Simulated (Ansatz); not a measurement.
# ClF2GeHS: up Jacob's ladder to CCSD(T)

How much do the methods differ for ClF2GeHS? The plan is to run it at one geometry with functionals of several rungs and with coupled cluster, and see how far each lands from CCSD(T) at the basis-set limit for the atomisation energy.

Method: functionals in def2-TZVPP, the program's frozen cores in correlated methods; program: Ansatz 0.2.0, Gaussian basis.

Levels to be run: LDA (SPW92), PBE-D4, revPBE-D4, BLYP-D4, r2SCAN-D4, B97M-V, PBE0-D4, B3LYP-D4, r2SCANh-D4, r2SCAN0-D4, HSE06-D4, BHLYP-D4, CAM-B3LYP-D4, LC-ωPBE, ωB97X-V, ωB97M-V, B2PLYP, PBE-QIDH; CCSD(T)/def2-SVP; CCSD(T)/def2-TZVPP; MP2/def2-QZVPP; extrapolation to the limit; RPA on PBE.

## 1. The geometry

The geometry comes from an earlier relaxation with PBE0-D4 in a triple-zeta def2 set; it is a stationary point.

SMILES `[F][Ge]([F])([SH])[Cl]`, 6 atoms, charge 0, spin multiplicity 1.

Atoms are counted from 1 here; the program's logs count them from 0.

Bond lengths: F1–Ge2 1.711 Å, Ge2–F3 1.714 Å, Ge2–S4 2.174 Å, Ge2–Cl5 2.112 Å, S4–H6 1.345 Å. Angles: F1–Ge2–F3 105.3°, F1–Ge2–S4 107.5°, F1–Ge2–Cl5 109.2°, F3–Ge2–S4 112.8°, F3–Ge2–Cl5 106.2°, S4–Ge2–Cl5 115.4°, Ge2–S4–H6 91.8°.

## 2. LDA

This LDA is Slater exchange with PW92 correlation.

The input, in.yaml:

```yaml
crystal:
  periodic: [false, false, false]
  atoms:
    - {symbol: F, position_ang: [1.195215, -1.026484, 1.349923]}
    - {symbol: Ge, position_ang: [0.311414, -0.342513, 0.054437]}
    - {symbol: F, position_ang: [-0.328562, -1.676081, -0.810974]}
    - {symbol: S, position_ang: [-1.234113, 0.922890, 0.913679]}
    - {symbol: Cl, position_ang: [1.647502, 0.628691, -1.261146]}
    - {symbol: H, position_ang: [-1.549357, 1.429397, -0.292018]}
basis:
  gaussian: {orbitals: def2-TZVPP}
hamiltonian: {xc: lda}
output: {orbitals: {seedname: orbitals}}
```

Further steps of the session: PBE-D4 (GGA); revPBE-D4 (GGA); BLYP-D4 (GGA); r2SCAN-D4 (meta-GGA); B97M-V (meta-GGA); PBE0-D4 (hybrid); B3LYP-D4 (hybrid); r2SCANh-D4 (hybrid); r2SCAN0-D4 (hybrid); HSE06-D4 (hybrid); BHLYP-D4 (hybrid); CAM-B3LYP-D4 (range-separated); LC-ωPBE-D4 (range-separated); ωB97X-V (range-separated); ωB97M-V (range-separated); B2PLYP (double hybrid); PBE-QIDH (double hybrid); CCSD(T) in def2-SVP; CCSD(T) in def2-TZVPP; MP2 in def2-QZVPP; RPA on PBE orbitals.

Q: Predict the results of all the runs planned. Wanted: atomisation energy, CCSD(T)/CBS; farthest beyond LDA; mean size of error, GGA; mean size of error, meta-GGA; mean size of error, hybrid; mean size of error, range-separated; mean size of error, double hybrid; gap, smallest and largest; T1 diagnostic.

As calculated:

| quantity | value |
| --- | --- |
| atomisation energy, CCSD(T)/CBS | 20.475 eV |
| functionals within 0.205 eV (1.0 %) | r2SCAN-D4, r2SCANh-D4, ωB97X-V, ωB97M-V |
| farthest beyond LDA | BHLYP-D4 (-1.361 eV) |
| mean size of error, GGA | 0.368 eV |
| mean size of error, meta-GGA | 0.179 eV |
| mean size of error, hybrid | 0.537 eV |
| mean size of error, range-separated | 0.210 eV |
| mean size of error, double hybrid | 0.381 eV |
| gap, smallest and largest | 4.56 eV (LDA (SPW92)), 12.20 eV (LC-ωPBE) |
| T1 diagnostic | 0.0117 |
| triples share of the correlation energy | 3.6 % |

**Reading.** LDA overbinds by 3.621 eV (18 %). PBE-D4 misses by +0.370 eV. Double hybrids carry the basis error of their MP2 part in triple zeta, and no dispersion term here, so their miss is partly the set-up's. By mean error the best rung here is meta-GGA (0.179 eV) and the worst beyond LDA is hybrid (0.537 eV). The gap between the best rungs is small, so their order is not settled. The mean of the hybrids holds BHLYP, with half exact exchange. Misses under about 0.205 eV are within the doubt on the reference itself, which lacks core-valence correlation, relativity and higher excitations, and its outer-core shells are covered unevenly. Hartree-Fock recovers 68 % of the binding; the rest is correlation. CCSD(T) in def2-SVP is off by -1.917 eV, more than most functionals: a good method in a small basis is no reference. The gap grows from 4.6 to 12.2 eV across the functionals, mostly with the share of exact exchange. Correlated methods include outer-core shells of Ge, which these sets cover unevenly.
